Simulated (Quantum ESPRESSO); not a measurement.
Crystal: CsLiCr2Te2S3.

```
Cs Li Cr Te S
1.0
     6.10792   -0.01886    0.00581
    -2.28822    5.93151    0.00333
    -1.38462   -2.19395    7.56260
Cs Li Cr Te S
1 1 2 2 3
Direct
  0.06348 0.10178 0.99394
  0.57026 0.58143 0.57403
  0.07801 0.50138 0.57990
  0.43162 0.02972 0.53722
  0.54458 0.76732 0.28198
  0.01143 0.65932 0.29902
  0.77800 0.37133 0.70773
  0.39402 0.82508 0.74875
  0.19605 0.23009 0.48646
```

The cell was built by a generator and needn't be a form met in nature.

Base run:

- Program: Quantum ESPRESSO 7.5
- Functional: PBE
- Potentials or basis: SSSP 1.3 efficiency PBE
- Cutoff: 748 eV
- Density cutoff: 5987 eV
- k mesh: 3 × 3 × 2
- Occupations: fermi-dirac, width 0.05 eV
- Spin: collinear spin, ferromagnetic start
- Starting moments: [0.0, 0.0, 3.0, 3.0, 0.0, 0.0, 0.0, 0.0, 0.0] μB
- Hubbard terms: Cr d U = 2 eV

Its results: band gap on the k mesh 0.32 eV, indirect (least direct gap 0.37 eV); pressure 1.3 GPa; net moment 6.00 μB per cell; site moments Cs +0.00; Li +0.00; Cr +2.61, +2.85; Te -0.02, -0.08; S -0.09, -0.13, -0.16 μB; largest force 0.583 eV/Å.

Task: The run is repeated on the same cell with these changes: hubbard terms from Cr d U = 2 eV to Cr d U = 4 eV. What comes out?

Result: Band gap on the k mesh 0.43 eV, indirect (least direct gap 0.45 eV); pressure 2.5 GPa; net moment 6.00 μB per cell; site moments Cs -0.00; Li -0.00; Cr +2.86, +3.02; Te -0.05, -0.12; S -0.15, -0.19, -0.22 μB; largest force 0.914 eV/Å.

Caveats: spin-orbit coupling is left out, which moves the levels of the heavy elements; an odd mesh through Γ misses points on the zone boundary, where band edges often lie; only a ferromagnetic start was run, and an antiferromagnetic order may lie lower in energy.
